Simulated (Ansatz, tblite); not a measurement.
# The cluster Si₅Te₃: isomers from a random search, part 2 of 2

Which shape does the cluster Si₅Te₃ prefer? Candidates from a tight-binding search are relaxed and compared.

Ansatz 0.2.0, Gaussian basis; relaxed with PBE-D4/def2-SVP, singlet.

## Step 11: Candidate A, B2PLYP/def2-TZVP

in.yaml reads:

```yaml
crystal:
  periodic: [false, false, false]
  atoms:
    - {symbol: Si, position_ang: [0.280055, -0.781558, -0.532759]}
    - {symbol: Si, position_ang: [2.245232, 0.487572, -0.133256]}
    - {symbol: Si, position_ang: [0.799286, 2.068207, -1.338862]}
    - {symbol: Si, position_ang: [-0.394897, -1.495253, 1.779777]}
    - {symbol: Si, position_ang: [-1.582035, 0.400156, 0.854007]}
    - {symbol: Te, position_ang: [-0.351566, -3.203610, -0.155706]}
    - {symbol: Te, position_ang: [0.555172, 2.015575, 1.349716]}
    - {symbol: Te, position_ang: [-1.551267, 0.508923, -1.822907]}
basis:
  gaussian: {orbitals: def2-TZVP, initial_orbitals: start.molden}
hamiltonian: {xc: {name: B2PLYP}}
scf: {omitted_lower_state_checks: [starts]}
```

Launch:

```bash
> ansatz run in.yaml --threads 4 --pin off --events-out ev --progress --plain --max-ram 8704MiB
```

Output (excerpt; [...] marks lines left out):

```text
Functional definition: B2PLYP
  name "B2PLYP"
  cite "Grimme, J. Chem. Phys. 124, 034108 (2006) doi:10.1063/1.2148954"
  cite "Becke, Phys. Rev. A 38, 3098 (1988) doi:10.1103/PhysRevA.38.3098"
  cite "Lee, Yang & Parr, Phys. Rev. B 37, 785 (1988) doi:10.1103/PhysRevB.37.785"
[...]
2542 factors; integrals over basis functions are off by at most 1.1e-3 eV
[...]
mean field -61222.58888352 eV, -2249.8886433080 hartree, gradient 2.5e-6 eV, S^2 0.000000; 0 other end points of the search recorded, 0 dependent functions left out
37 core orbitals not correlated: weight in the atoms' cores, before any rotation towards them, 1.000 or more for the frozen orbitals, at most 0.000 for the correlated occupied ones
reference -61222.58905474 eV, -2249.8886496005 hartree; 34, 34 occupied and 264, 264 virtual orbitals, 2542 factors
second order -65.47207549 eV of doubles, -0.00000000 eV of singles
Total energy: -61240.26651513 eV, -2250.5382842873 hartree
Checks for a lower state left out: starts
```

It took 34 s on 4 threads of Arm Neoverse V1, shared host; peak memory 1.8 GiB.

## Step 12: Candidate A, r2SCANh-D4/def2-TZVP

in.yaml, as its differences from that of step 11:

```diff
@@ -13,3 +13,4 @@
   gaussian: {orbitals: def2-TZVP, initial_orbitals: start.molden}
-hamiltonian: {xc: {name: B2PLYP}}
+hamiltonian: {xc: {name: r2SCANh}, dispersion: d4}
 scf: {omitted_lower_state_checks: [starts]}
+output: {orbitals: {seedname: orbitals}}
```

Launched as before.

Output (excerpt; [...] marks lines left out):

```text
Functional definition: r2SCANh
  name "r2SCANh"
  cite "Bursch, Neugebauer, Ehlert & Grimme, J. Chem. Phys. 156, 134105 (2022) doi:10.1063/5.0086040"
  cite "Furness, Kaplan, Ning, Perdew & Sun, J. Phys. Chem. Lett. 11, 8208 (2020) doi:10.1021/acs.jpclett.0c02405"
  cite "Furness, Kaplan, Ning, Perdew & Sun, J. Phys. Chem. Lett. 11, 9248 (2020) doi:10.1021/acs.jpclett.0c03077"
  parent r2scan
[...]
2427 factors; their error is unknown
[...]
mean field -61275.09449500 eV, -2251.8181889406 hartree, gradient 2.6e-5 eV, S^2 0.000000; 0 other end points of the search recorded, 0 dependent functions left out
reference -61275.09450629 eV, -2251.8181893553 hartree; 71, 71 occupied and 264, 264 virtual orbitals, 2427 factors
Total energy: -61275.33650335 eV, -2251.8270825834 hartree
Checks for a lower state left out: starts
```

Wall time 28 s (4 threads of Arm Neoverse V1, shared host); peak memory 2.3 GiB.

From the report: HOMO -5.40 eV, LUMO -3.96 eV.

## Step 13: Candidate A, CCSD(T)/def2-SVP

in.yaml, as its differences from that of step 12:

```diff
@@ -12,4 +12,4 @@
 basis:
-  gaussian: {orbitals: def2-TZVP, initial_orbitals: start.molden}
-hamiltonian: {xc: {name: r2SCANh}, dispersion: d4}
+  gaussian: {orbitals: def2-SVP, initial_orbitals: start.molden}
+correlation: {method: ccsd_t}
 scf: {omitted_lower_state_checks: [starts]}
```

Same command.

Output (excerpt; [...] marks lines left out):

```text
Functional definition: HF
  name "HF"
  cite "Fock, Z. Phys. 61, 126 (1930) doi:10.1007/BF01340294"
  parent pbe
[...]
1829 factors; integrals over basis functions are off by at most 7.7e-4 eV
[...]
mean field -61094.04358091 eV, -2245.1646905685 hartree, gradient 2.1e-6 eV, S^2 0.000000; 0 other end points of the search recorded, 0 dependent functions left out; unrestricted orbitals would lower it
37 core orbitals not correlated: weight in the atoms' cores, before any rotation towards them, 1.000 or more for the frozen orbitals, at most 0.000 for the correlated occupied ones
reference -61094.04358091 eV, -2245.1646905685 hartree; 34, 34 occupied and 97, 97 virtual orbitals, 1829 factors
second order -22.69001717 eV of doubles, -0.00000000 eV of singles
cycle   1  -22.08691522 eV  change    6.0e-1 eV  update   2.4e-1
[...]
cycle  15  -23.36329411 eV  change   -3.2e-5 eV  update   2.9e-5
perturbative correction -1.64067498 eV, -0.0602936933 hartree
Total energy: -61119.04755000 eV, -2246.0835694841 hartree
Checks for a lower state left out: starts
```

It took 1.7 min on 4 threads of Arm Neoverse V1, shared host; peak memory 1.7 GiB.

Hartree-Fock HOMO -7.40 eV, LUMO -1.24 eV; T1 0.022. Doubts: large T1 diagnostic, restricted state is unstable towards broken spin symmetry.

## Step 14: Candidate C, GFN1-xTB

Tight binding, by tblite at 300 K electronic temperature and without a spin-polarisation term:

```python
tblite.interface.Calculator('GFN1-xTB', numbers, positions, charge=0, uhf=0).singlepoint()
```

Energy -555.8951 eV, HOMO -8.80 eV, LUMO -7.45 eV; 0.016 s.

## Step 15: Candidate C, GFN2-xTB

Tight binding, by tblite at 300 K electronic temperature and without a spin-polarisation term:

```python
tblite.interface.Calculator('GFN2-xTB', numbers, positions, charge=0, uhf=0).singlepoint()
```

Energy -483.4375 eV, HOMO -6.49 eV, LUMO -5.24 eV; 0.033 s.

## Step 16: Candidate C, PBE0-D4/def2-TZVP

in.yaml reads:

```yaml
crystal:
  periodic: [false, false, false]
  atoms:
    - {symbol: Si, position_ang: [0.180991, 0.893709, -0.811410]}
    - {symbol: Si, position_ang: [1.285003, 2.125653, 1.013661]}
    - {symbol: Si, position_ang: [-1.201271, -0.909160, -1.457497]}
    - {symbol: Si, position_ang: [-1.703000, 1.174444, -2.144967]}
    - {symbol: Si, position_ang: [1.404297, -1.193273, -0.417773]}
    - {symbol: Te, position_ang: [-0.443832, -3.106892, -0.686023]}
    - {symbol: Te, position_ang: [-0.856350, 1.360879, 2.370930]}
    - {symbol: Te, position_ang: [1.334151, -0.345352, 2.133080]}
basis:
  gaussian: {orbitals: def2-TZVP, initial_orbitals: start.molden}
hamiltonian: {xc: pbe0, dispersion: d4}
scf: {omitted_lower_state_checks: [starts]}
output: {orbitals: {seedname: orbitals}}
```

Same command.

Output:

```text
Functional definition: PBE0
  name "PBE0"
  cite "Adamo & Barone, J. Chem. Phys. 110, 6158 (1999) doi:10.1063/1.478522"
  cite "Perdew, Burke & Ernzerhof, Phys. Rev. Lett. 77, 3865 (1996) doi:10.1103/PhysRevLett.77.3865"
  parent pbe
  parameter a = 0.25
  parameter kappa = 0.804
  parameter beta = 0.06672455060314922
  exchange = (1 - a)*pbe_x(kappa = kappa, mu = beta*pi^2/3) + a*exact_x
  correlation = pbe_c(beta = beta)
these checks for a lower state are left out or cut short: starts
2654 factors; their error is unknown
mean field evaluation 1: about -61251.5655 eV, gradient 1.4e2 eV
mean field evaluation 2: about -61254.7335 eV, gradient 4.7e0 eV
mean field evaluation 4: about -61255.4175 eV, gradient 8.4e-1 eV
mean field evaluation 8: about -61255.4184 eV, gradient 2.2e-5 eV
mean field -61255.41835230 eV, -2251.0951040331 hartree, gradient 2.2e-5 eV, S^2 0.000000; 0 other end points of the search recorded, 0 dependent functions left out
reference -61255.41838494 eV, -2251.0951052327 hartree; 71, 71 occupied and 264, 264 virtual orbitals, 2654 factors
Total energy: -61256.23908310 eV, -2251.1252653338 hartree
Checks for a lower state left out: starts
```

Wall time 22 s (4 threads of Arm Neoverse V1, shared host); peak memory 2.4 GiB.

HOMO -5.89 eV, LUMO -3.07 eV.

## Step 17: Candidate C, PBE-D4/def2-TZVP

in.yaml, as its differences from that of step 16:

```diff
@@ -13,4 +13,4 @@
   gaussian: {orbitals: def2-TZVP, initial_orbitals: start.molden}
-hamiltonian: {xc: pbe0, dispersion: d4}
+hamiltonian: {xc: pbe, dispersion: d4}
 scf: {omitted_lower_state_checks: [starts]}
-output: {orbitals: {seedname: orbitals}}
+output: {forces: true, orbitals: {seedname: orbitals}}
```

Same command.

Output (excerpt; [...] marks lines left out):

```text
Functional definition: PBE
  name "PBE"
  cite "Perdew, Burke & Ernzerhof, Phys. Rev. Lett. 77, 3865 (1996) doi:10.1103/PhysRevLett.77.3865"
  parent pbe
[...]
2418 factors; their error is unknown
[...]
mean field -61251.20229860 eV, -2250.9401669174 hartree, gradient 2.4e-5 eV, S^2 0.000000; 0 other end points of the search recorded, 0 dependent functions left out
[...]
reference -61251.20234185 eV, -2250.9401685070 hartree; 71, 71 occupied and 264, 264 virtual orbitals, 2418 factors
Total energy: -61252.12822749 eV, -2250.9741941766 hartree
Atom 0 at     0.180991     0.893709    -0.811410 Å, force    -0.063707    -0.071642     0.070790 eV/Å
Atom 1 at     1.285003     2.125653     1.013661 Å, force    -0.130457    -0.216111     0.045976 eV/Å
Atom 2 at    -1.201271    -0.909160    -1.457497 Å, force     0.146958     0.052749     0.023235 eV/Å
Atom 3 at    -1.703000     1.174444    -2.144967 Å, force     0.099060    -0.121991     0.089931 eV/Å
Atom 4 at     1.404297    -1.193273    -0.417773 Å, force    -0.165890     0.063463     0.053394 eV/Å
Atom 5 at    -0.443832    -3.106892    -0.686023 Å, force     0.013743     0.149313    -0.022848 eV/Å
Atom 6 at    -0.856350     1.360879     2.370930 Å, force     0.265516    -0.069921    -0.091904 eV/Å
Atom 7 at     1.334151    -0.345352     2.133080 Å, force    -0.165222     0.214141    -0.168574 eV/Å
Dipole moment:     0.056101    -0.111248     0.103979 e Å
Checks for a lower state left out: starts
```

Wall time 10 s (4 threads of Arm Neoverse V1, shared host); peak memory 0.82 GiB.

HOMO -5.06 eV, LUMO -3.66 eV.

## Step 18: Candidate C, r2SCAN-D4/def2-TZVP

in.yaml, as its differences from that of step 17:

```diff
@@ -13,4 +13,4 @@
   gaussian: {orbitals: def2-TZVP, initial_orbitals: start.molden}
-hamiltonian: {xc: pbe, dispersion: d4}
+hamiltonian: {xc: r2scan, dispersion: d4}
 scf: {omitted_lower_state_checks: [starts]}
-output: {forces: true, orbitals: {seedname: orbitals}}
+output: {orbitals: {seedname: orbitals}}
```

Same command.

Output:

```text
Functional definition: r2SCAN
  name "r2SCAN"
  cite "Furness, Kaplan, Ning, Perdew & Sun, J. Phys. Chem. Lett. 11, 8208 (2020) doi:10.1021/acs.jpclett.0c02405"
  cite "Furness, Kaplan, Ning, Perdew & Sun, J. Phys. Chem. Lett. 11, 9248 (2020) doi:10.1021/acs.jpclett.0c03077"
  parent r2scan
  parameter k0 = 0.174
  parameter k1 = 0.065
  parameter a1 = 4.9479
  exchange = r2scan_x(k0 = k0, k1 = k1, a1 = a1)
  correlation = r2scan_c
these checks for a lower state are left out or cut short: starts
2418 factors; their error is unknown
mean field evaluation 1: about -61276.2442 eV, gradient 1.1e1 eV
mean field evaluation 2: about -61276.3562 eV, gradient 2.1e-1 eV
mean field evaluation 4: about -61275.9505 eV, gradient 2.9e-3 eV
mean field -61275.95051854 eV, -2251.8496472253 hartree, gradient 2.0e-5 eV, S^2 0.000000; 0 other end points of the search recorded, 0 dependent functions left out
reference -61275.95053116 eV, -2251.8496476892 hartree; 71, 71 occupied and 264, 264 virtual orbitals, 2418 factors
Total energy: -61276.15072519 eV, -2251.8570046839 hartree
Checks for a lower state left out: starts
```

Run time: 19 s. Hardware: 4 threads of Arm Neoverse V1, shared host; peak memory 0.88 GiB.

HOMO -5.27 eV, LUMO -3.67 eV.

## Step 19: Candidate C, B2PLYP/def2-TZVP

in.yaml, as its differences from that of step 18:

```diff
@@ -13,4 +13,3 @@
   gaussian: {orbitals: def2-TZVP, initial_orbitals: start.molden}
-hamiltonian: {xc: r2scan, dispersion: d4}
+hamiltonian: {xc: {name: B2PLYP}}
 scf: {omitted_lower_state_checks: [starts]}
-output: {orbitals: {seedname: orbitals}}
```

Launched as before.

Output (excerpt; [...] marks lines left out):

```text
Functional definition: B2PLYP
  name "B2PLYP"
  cite "Grimme, J. Chem. Phys. 124, 034108 (2006) doi:10.1063/1.2148954"
  cite "Becke, Phys. Rev. A 38, 3098 (1988) doi:10.1103/PhysRevA.38.3098"
  cite "Lee, Yang & Parr, Phys. Rev. B 37, 785 (1988) doi:10.1103/PhysRevB.37.785"
[...]
2546 factors; integrals over basis functions are off by at most 7.8e-4 eV
[...]
mean field -61222.27177648 eV, -2249.8769898395 hartree, gradient 3.2e-6 eV, S^2 0.000000; 0 other end points of the search recorded, 0 dependent functions left out
37 core orbitals not correlated: weight in the atoms' cores, before any rotation towards them, 1.000 or more for the frozen orbitals, at most 0.000 for the correlated occupied ones
reference -61222.27195502 eV, -2249.8769964006 hartree; 34, 34 occupied and 264, 264 virtual orbitals, 2546 factors
second order -64.93437841 eV of doubles, -0.00000000 eV of singles
Total energy: -61239.80423719 eV, -2250.5212958866 hartree
Checks for a lower state left out: starts
```

It took 35 s on 4 threads of Arm Neoverse V1, shared host; peak memory 1.8 GiB.

## Step 20: Candidate C, r2SCANh-D4/def2-TZVP

in.yaml, as its differences from that of step 19:

```diff
@@ -13,3 +13,4 @@
   gaussian: {orbitals: def2-TZVP, initial_orbitals: start.molden}
-hamiltonian: {xc: {name: B2PLYP}}
+hamiltonian: {xc: {name: r2SCANh}, dispersion: d4}
 scf: {omitted_lower_state_checks: [starts]}
+output: {orbitals: {seedname: orbitals}}
```

Launched as before.

Output (excerpt; [...] marks lines left out):

```text
Functional definition: r2SCANh
  name "r2SCANh"
  cite "Bursch, Neugebauer, Ehlert & Grimme, J. Chem. Phys. 156, 134105 (2022) doi:10.1063/5.0086040"
  cite "Furness, Kaplan, Ning, Perdew & Sun, J. Phys. Chem. Lett. 11, 8208 (2020) doi:10.1021/acs.jpclett.0c02405"
  cite "Furness, Kaplan, Ning, Perdew & Sun, J. Phys. Chem. Lett. 11, 9248 (2020) doi:10.1021/acs.jpclett.0c03077"
  parent r2scan
[...]
2427 factors; their error is unknown
[...]
mean field -61274.62451241 eV, -2251.8009173990 hartree, gradient 2.1e-5 eV, S^2 0.000000; 0 other end points of the search recorded, 0 dependent functions left out
reference -61274.62452402 eV, -2251.8009178253 hartree; 71, 71 occupied and 264, 264 virtual orbitals, 2427 factors
Total energy: -61274.85770323 eV, -2251.8094870036 hartree
Checks for a lower state left out: starts
```

It took 29 s on 4 threads of Arm Neoverse V1, shared host; peak memory 2.3 GiB.

HOMO -5.57 eV, LUMO -3.44 eV.

## Step 21: Candidate C, CCSD(T)/def2-SVP

in.yaml, as its differences from that of step 20:

```diff
@@ -12,4 +12,4 @@
 basis:
-  gaussian: {orbitals: def2-TZVP, initial_orbitals: start.molden}
-hamiltonian: {xc: {name: r2SCANh}, dispersion: d4}
+  gaussian: {orbitals: def2-SVP, initial_orbitals: start.molden}
+correlation: {method: ccsd_t}
 scf: {omitted_lower_state_checks: [starts]}
```

Launched as before.

Output (excerpt; [...] marks lines left out):

```text
Functional definition: HF
  name "HF"
  cite "Fock, Z. Phys. 61, 126 (1930) doi:10.1007/BF01340294"
  parent pbe
[...]
1829 factors; integrals over basis functions are off by at most 7.2e-4 eV
[...]
mean field -61093.78442839 eV, -2245.1551668889 hartree, gradient 3.6e-6 eV, S^2 0.000000; 0 other end points of the search recorded, 0 dependent functions left out
37 core orbitals not correlated: weight in the atoms' cores, before any rotation towards them, 1.000 or more for the frozen orbitals, at most 0.000 for the correlated occupied ones
reference -61093.78442839 eV, -2245.1551668889 hartree; 34, 34 occupied and 97, 97 virtual orbitals, 1829 factors
second order -22.48492717 eV of doubles, -0.00000000 eV of singles
cycle   1  -22.00317790 eV  change    4.8e-1 eV  update   2.2e-1
[...]
cycle  11  -23.20843709 eV  change    2.9e-5 eV  update   8.1e-5
perturbative correction -1.60518691 eV, -0.0589895309 hartree
Total energy: -61118.59805239 eV, -2246.0670507515 hartree
Checks for a lower state left out: starts
```

It took 90 s on 4 threads of Arm Neoverse V1, shared host; peak memory 1.7 GiB.

Report: Hartree-Fock HOMO -7.63 eV, LUMO -0.38 eV; T1 0.019.

## Step 22: A against B

The energies of B at these levels come from its own runs, whose logs aren't repeated here.

| level | A above B (kJ/mol) | time |
| --- | --- | --- |
| GFN1-xTB | +22.6 | 0.033 s |
| GFN2-xTB | +75.9 | 0.057 s |
| HF/def2-SVP† | +45.1 |  |
| PBE-D4/def2-TZVP | +72.4 | 21 s |
| r2SCAN-D4/def2-TZVP | +61.2 | 38 s |
| r2SCANh-D4/def2-TZVP | +62.5 | 58 s |
| PBE0-D4/def2-TZVP | +71.0 | 58 s |
| B2PLYP/def2-TZVP | +72.0 | 72 s |
| MP2/def2-SVP† | +73.9 |  |
| CCSD/def2-SVP† | +59.4 |  |
| CCSD(T)/def2-SVP† | +63.2 | 3.6 min |

Times add the two runs; a level without a time comes out of a correlated run. † marks a level with a doubtful state (flagged, unstable, out of aufbau order, or strongly spin-contaminated); such levels are left out of the summary. CCSD(T)/def2-SVP is no safe reference here (large T1 diagnostic).

## Step 23: C against B

The energies of B at these levels come from its own runs, whose logs aren't repeated here.

| level | C above B (kJ/mol) | time |
| --- | --- | --- |
| GFN1-xTB | +105.9 | 0.031 s |
| GFN2-xTB | +102.9 | 0.061 s |
| HF/def2-SVP† | +70.1 |  |
| PBE-D4/def2-TZVP | +131.7 | 21 s |
| r2SCAN-D4/def2-TZVP | +106.0 | 39 s |
| r2SCANh-D4/def2-TZVP | +108.7 | 59 s |
| PBE0-D4/def2-TZVP | +129.4 | 49 s |
| B2PLYP/def2-TZVP | +116.6 | 73 s |
| MP2/def2-SVP† | +118.7 |  |
| CCSD/def2-SVP† | +99.3 |  |
| CCSD(T)/def2-SVP† | +106.6 | 3.3 min |

Times add the two runs; a level without a time comes out of a correlated run. † marks a level with a doubtful state (flagged, unstable, out of aufbau order, or strongly spin-contaminated); such levels are left out of the summary. CCSD(T)/def2-SVP is no safe reference here (large T1 diagnostic).

## Step 24: What came out

This closing draws on all 2 parts.

| quantity | value |
| --- | --- |
| A above B, range of the levels free of doubt, tight binding aside | +61.2 to +72.4 kJ/mol |
| levels that put A lower | none |
| C above B, range of the levels free of doubt, tight binding aside | +106.0 to +131.7 kJ/mol |
| levels that put C lower | none |

What this shows: All levels free of doubt put B (Cs) below A (C1), by 22.6 to 75.9 kJ/mol. All levels free of doubt put B (Cs) below C (C1), by 102.9 to 131.7 kJ/mol. A random search of this size may have missed the true lowest shape. Only singlets are compared; another spin may lie lower and prefer another shape.
